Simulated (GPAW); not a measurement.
# CHClI (SMILES Cl[CH]I) at 3 levels

Wanted: a comparison of 3 runs (UOLYP/real-space grid, UPBE/real-space grid, UPBE/dzp) of CHClI. Input form: an ASE script.

The calculation is run with GPAW 26.7.0.

2 further runs of the same task are left out: 1 that didn't finish, 1 set aside as unsound or not needed.

### 1 The system as given

The species is CHClI (4 atoms), meant as a doublet with charge 0. As SMILES, `Cl[CH]I`. Geometry: relaxed at PBE0-D4/def2-TZVP.

Bond lengths: Cl1–C2 1.686 Å, C2–I3 2.044 Å, C2–H4 1.081 Å. Angles: Cl1–C2–I3 121.3°, Cl1–C2–H4 117.2°, I3–C2–H4 117.7°.

### 2 The solvation energy at UOLYP/real-space grid (scalar-relativistic datasets, continuum, electrostatics alone, water's cavity dichloromethane) (run 1)

Input file run.xyz:

```xyz
4

Cl    -1.529900     0.107400    -0.630600
C      0.011600     0.214700     0.044300
I      0.942400    -1.424700     0.835400
H      0.631300     1.042400    -0.269500
```

Input file run.py:

```python
import numpy as np
from ase.io import read
from ase.units import Debye, kcal, mol
from gpaw import GPAW, setup_paths
from gpaw.atom.configurations import parameters
from gpaw.atom.generator import Generator
from gpaw.solvation import EffectivePotentialCavity, GradientSurface, LinearDielectric, Power12Potential, SolvationGPAW

# Geometry
atoms = read('run.xyz')
atoms.center(vacuum=5.0)
atoms.set_initial_magnetic_moments([0.333333, 0.333333, 0.333333, 0.0])

# Generate the setups first
for symbol in ['C', 'Cl', 'H', 'I']:
    Generator(symbol, xcname='GGA_X_OPTX+GGA_C_LYP', scalarrel=True, nofiles=True, txt=None).run(**parameters[symbol])
setup_paths.insert(0, '.')

# Calculator
calc = GPAW(mode='fd',
            occupations={'name': 'fermi-dirac', 'width': 0.0, 'fixmagmom': True},
            xc='GGA_X_OPTX+GGA_C_LYP',
            legacy_gpaw=True,
            h=0.16,
            symmetry='off',
            maxiter=120,
            txt='run.txt')
atoms.calc = calc
e_gas = atoms.get_potential_energy()
mu_gas = np.linalg.norm(atoms.get_dipole_moment()) / Debye

# Dielectric constant of dichloromethane; cavity of the water model, electrostatics alone
solvent = dict(cavity=EffectivePotentialCavity(effective_potential=Power12Potential(atomic_radii={'H': 1.09}, u0=0.18),
                                               temperature=298.15, surface_calculator=GradientSurface()),
               dielectric=LinearDielectric(epsinf=8.93),
               interactions=[])
calc = SolvationGPAW(mode='fd',
                     xc='GGA_X_OPTX+GGA_C_LYP',
                     symmetry='off',
                     maxiter=120,
                     occupations={'name': 'fermi-dirac', 'width': 0.0, 'fixmagmom': True},
                     h=0.16,
                     txt='solvated.txt',
                     **solvent)
atoms.calc = calc
e_sol = atoms.get_potential_energy()
mu_sol = np.linalg.norm(atoms.get_dipole_moment()) / Debye
dg = (e_sol - e_gas) / (kcal / mol)
print(f'Electrostatic solvation energy = {dg:.2f} kcal/mol')
print(f'Dipole {mu_gas:.3f} D in gas, {mu_sol:.3f} D in solution')
```

The run is started by

```console
$ python run.py
```

The program printed:

```text
Electrostatic solvation energy = -2.07 kcal/mol
Dipole 0.681 D in gas, 0.959 D in solution
```

run.txt:

```text
___ ___ ___ _ _ _
 |   |   |_  | | | |
 | | | | | . | | | |
 |__ |  _|___|_____|  26.7.0
 |___|_|

units:  Angstrom and eV
cores:  1
OpenMP: False

Versions:
  Python: 3.12.14
  ASE:    3.29.0
  Numpy:  2.5.5
  Scipy:  1.18.1
  Libxc:  7.0.0

Input parameters:
  h: 0.16
  maxiter: 120
  mode: fd
  occupations: {fixmagmom: True,
                name: fermi-dirac,
                width: 0.0}
  symmetry: off
  xc: GGA_X_OPTX+GGA_C_LYP

System changes: positions, numbers, cell, pbc, initial_charges, initial_magmoms

Initialize ...

species:
  Cl:
    name:    Chlorine
    Z:       17.0
    valence: 7
    core:    10
    charge:  0.0  # [|e|]
    file:    Cl.GGA_X_OPTX+GGA_C_LYP
    compensation charges:
[... 90 lines left out ...]
Reference energy: -207217.302979  # eV
[... 5 lines left out ...]
 Maximum [total energy] change in last 3 cyles: 0.0005 eV / valence electron
[... 14 lines left out ...]
       k-points in crystal coordinates                weights
[... 121 lines left out ...]
Converged after 24 iterations.
[... 20 lines left out ...]
Free energy:    -13.483335
[... 88 lines left out ...]
Memory usage: 1.13 GiB
```

solvated.txt:

```text
___ ___ ___ _ _ _
 |   |   |_  | | | |
 | | | | | . | | | |
 |__ |  _|___|_____|  26.7.0
 |___|_|

units:  Angstrom and eV
cores:  1
OpenMP: False

Versions:
  Python: 3.12.14
  ASE:    3.29.0
  Numpy:  2.5.5
  Scipy:  1.18.1
  Libxc:  7.0.0

Input parameters:
  h: 0.16
  maxiter: 120
  mode: fd
  occupations: {fixmagmom: True,
                name: fermi-dirac,
                width: 0.0}
  symmetry: off
  xc: GGA_X_OPTX+GGA_C_LYP

Implicit solvation parameters:
Cavity:  EffectivePotentialCavity
  Surface Calculator: GradientSurface with 3 nn
  Volume Calculator: None
  EffectivePotentialCavity
    Potential: Power12Potential
      u0: 0.18eV
      pbc_cutoff: 1e-06
      tiny: 1e-10
    temperature: 298.15K
Dielectric:
  Type: LinearDielectric
  Solvent dielectric constant: 8.93
[... 109 lines left out ...]
Convergence criteria:
[... 5 lines left out ...]
 the SCF output indicates the quantity has converged.)
[... 41 lines left out ...]
  Poisson solver: Jacobi weighted FD solver with dielectric and 4 multi-grid levels
[... 3 lines left out ...]
      Finite-difference x-derivative with O(h^6) error (6 points)
      Finite-difference y-derivative with O(h^6) error (6 points)
      Finite-difference z-derivative with O(h^6) error (6 points)
[... 109 lines left out ...]
Converged after 25 iterations.
[... 19 lines left out ...]
Free energy:    -13.573209
[... 74 lines left out ...]
Memory usage: 1.69 GiB
```

Wall time 18 min (1 thread of AMD EPYC (Zen 3), shared host); peak memory 1.7 GiB.

### 3 The charge distribution at UPBE/real-space grid (scalar-relativistic datasets) (run 2)

Input file CHClI.xyz:

```xyz
4

Cl    -1.529900     0.107400    -0.630600
C      0.011600     0.214700     0.044300
I      0.942400    -1.424700     0.835400
H      0.631300     1.042400    -0.269500
```

Input file CHClI_sp.py:

```python
import numpy as np
from ase.io import read
from ase.units import Debye
from gpaw import GPAW

# Geometry
molecule = read('CHClI.xyz')
molecule.center(vacuum=4.5)
molecule.set_initial_magnetic_moments([0.333333, 0.333333, 0.333333, 0.0])

# GPAW settings
dft = GPAW(mode='fd',
           h=0.18,
           xc='PBE',
           occupations={'name': 'fermi-dirac', 'width': 0.0, 'fixmagmom': True},
           maxiter=150,
           symmetry='off',
           txt='-')
molecule.calc = dft

energy = molecule.get_potential_energy()
print(f'Energy                  {energy:.5f} eV')
forces = molecule.get_forces()
print('Forces (eV/Ang)')
for symbol, f in zip(molecule.symbols, forces):
    print(f'{symbol:2} {f[0]:9.4f} {f[1]:9.4f} {f[2]:9.4f}')
dipole = molecule.get_dipole_moment() / Debye
print(f'Dipole: {np.linalg.norm(dipole):.3f} D')
print('Moments:', molecule.get_magnetic_moments().round(3))
```

The run is started by

```console
$ OMP_NUM_THREADS=1 python CHClI_sp.py
```

The program printed:

```text
[...]
Number of symmetries: 1
[...]
  Number of IBZ points: 1
[...]
Spin-components: 2 (collinear spins)
Bands:           13
[...]
  Valence electrons: 19.0
[...]
  Grid points: [64 64 60]
  Charge: 0.0  # |e|
[...]
    cutoffs:
[...]
occupation numbers:
  Fixed magnetic moment: 1.000
[...]
xc functional:
  name: PBE with 2 nearest neighbor stencil
[...]
|iter     |     time |      energy | eigst |  dens |  magmom |
[...]
|iter:   1| 00:00:18 |  -14.964899 | +0.86 |       |  +0.9987|
[...]
|iter:  16| 00:02:42 |  -14.150278c| -7.58c| -5.79c|  +1.0000|
Converged in 16 steps
[...]
Energy contributions relative to reference atoms: (reference = -207135.863340)
Energy contributions:
  Kinetic:          17.415897
  Coulomb:         -17.103854
  Zero:              0.231069
  External:          0.000000
  Xc:              -14.693390
  Entropy:           0.000000
  Spinorbit:         0.000000
  ----------------------------
  Free energy:     -14.150278
  Extrapolated:    -14.150278
dipole moment: (0.125463, 0.057163, -0.025939)  # |e|*Ang
Total magnetic moment: (0.000000, 0.000000, 0.999999)
Local magnetic moments
|        x |        y |         z |
|----------|----------|-----------|
| 0.000000 | 0.000000 |  0.057919 |  # Cl   0
| 0.000000 | 0.000000 |  0.271833 |  # C    1
| 0.000000 | 0.000000 |  0.048999 |  # I    2
| 0.000000 | 0.000000 | -0.004310 |  # H    3
Fermi levels: -4.856, -3.369
Eigenvalues  # (at kpt = [0.000, 0.000, 0.000])
| band index |      eig [eV] | occ [0-1] |      eig [eV] | occ [0-1] |
[...]
Gap: 1.929 eV
Transition (v -> c):
[...]
Forces (eV/Ang)
Cl   -0.3332    0.0068   -0.1428
C    -0.0667    0.2328   -0.0004
I     0.2477   -0.3926    0.2363
H     0.1439    0.1704   -0.0659
Dipole: 0.674 D
Moments: [ 0.058  0.272  0.049 -0.004]
```

Run time: 2.7 min. Hardware: 1 thread of AMD EPYC (Zen 3), shared host; peak memory 0.83 GiB.

### 4 The charge distribution at UPBE/dzp (scalar-relativistic datasets) (run 3)

run.xyz is that of step 2.

Input file run.py:

```python
import numpy as np
from ase.io import read
from ase.units import Debye
from gpaw import GPAW

# Geometry
atoms = read('run.xyz')
atoms.center(vacuum=4.5)
atoms.set_initial_magnetic_moments([0.333333, 0.333333, 0.333333, 0.0])

# DFT calculator
dft = GPAW(mode='lcao',
           basis='dzp',
           h=0.18,
           xc='PBE',
           occupations={'name': 'fermi-dirac', 'width': 0.0, 'fixmagmom': True},
           maxiter=150,
           symmetry='off',
           txt='-')
atoms.calc = dft

energy = atoms.get_potential_energy()
print(f'Energy                  {energy:.5f} eV')
forces = atoms.get_forces()
print('Forces (eV/Ang)')
for symbol, f in zip(atoms.symbols, forces):
    print(f'{symbol:2} {f[0]:9.4f} {f[1]:9.4f} {f[2]:9.4f}')
dipole = atoms.get_dipole_moment() / Debye
print(f'Dipole                  {np.linalg.norm(dipole):.3f} D')
print('Moments:', atoms.get_magnetic_moments().round(3))
```

The run is started by

```console
$ python run.py
```

The program printed:

```text
[...]
Number of symmetries: 1
[...]
  Number of IBZ points: 1
[...]
basis functions: 44
Spin-components: 2 (collinear spins)
Bands:           13
[...]
  Valence electrons: 19.0
[...]
  Grid points: [64 64 60]
  Charge: 0.0  # |e|
[...]
    cutoffs:
[...]
occupation numbers:
  Fixed magnetic moment: 1.000
[...]
xc functional:
  name: PBE with 2 nearest neighbor stencil
[...]
|iter     |     time |      energy | eigst |  dens |  magmom |
[...]
|iter:   1| 00:00:24 |  -13.272965 |      c|       |  +0.9988|
[...]
|iter:  10| 00:01:08 |  -12.829588c|      c| -4.18c|  +1.0000|
Converged in 10 steps
[...]
Energy contributions relative to reference atoms: (reference = -207135.863340)
Energy contributions:
  Kinetic:          27.709628
  Coulomb:         -24.399968
  Zero:              0.125646
  External:          0.000000
  Xc:              -16.264893
  Entropy:           0.000000
  Spinorbit:         0.000000
  ----------------------------
  Free energy:     -12.829588
  Extrapolated:    -12.829588
dipole moment: (0.096244, 0.005192, -0.028321)  # |e|*Ang
Total magnetic moment: (0.000000, 0.000000, 0.999999)
Local magnetic moments
|        x |        y |         z |
|----------|----------|-----------|
| 0.000000 | 0.000000 |  0.059233 |  # Cl   0
| 0.000000 | 0.000000 |  0.288135 |  # C    1
| 0.000000 | 0.000000 |  0.050634 |  # I    2
| 0.000000 | 0.000000 | -0.004187 |  # H    3
Fermi levels: -4.321, -2.776
Eigenvalues  # (at kpt = [0.000, 0.000, 0.000])
| band index |      eig [eV] | occ [0-1] |      eig [eV] | occ [0-1] |
[...]
Gap: 1.996 eV
Transition (v -> c):
[...]
Forces (eV/Ang)
Cl   -0.7233   -0.0004   -0.3417
C    -0.2290   -0.0715    0.3491
I     0.3933   -0.5951    0.3027
H     0.5501    0.6783   -0.3017
Dipole                  0.483 D
Moments: [ 0.059  0.288  0.051 -0.004]
```

It took 72 s on 1 thread of AMD EPYC (Zen 3), shared host; peak memory 0.89 GiB.

### 5 The series

```tsv
run	level	task	grid spacing	energy (Eh)	dipole moment (D)	HOMO energy (eV)	LUMO energy (eV)	wall time
1	UOLYP/real-space grid (scalar-relativistic datasets, continuum, electrostatics alone, water's cavity dichloromethane)	solvation	0.16	-7615.594234	0.96	-4.53	-3.04	18 min
2	UPBE/real-space grid (scalar-relativistic datasets)	properties	0.18	-7612.622589	0.67	-4.86	-3.37	2.7 min
3	UPBE/dzp (scalar-relativistic datasets)	properties	0.18	-7612.574055	0.48	-4.32	-2.78	72 s
```

### 6 What came out

| quantity | value |
| --- | --- |
| run 3: energy as printed (from the program's reference atoms) | -12.8296 eV |
| run 3: dipole moment | 0.48 D |
| run 3: HOMO energy (highest over α and β) | -4.32 eV |
| run 3: LUMO energy (lowest over α and β) | -2.78 eV |
| run 3: largest force on an atom | 0.924 eV/Å |

What this shows: The dipole moment (its size) runs from 0.48 D (UPBE/dzp) to 0.96 D (UOLYP/real-space grid). The two ends differ in method and basis and solvent. Totals of different functionals can't be ranked against each other. All runs together took 22 min, the longest 18 min.
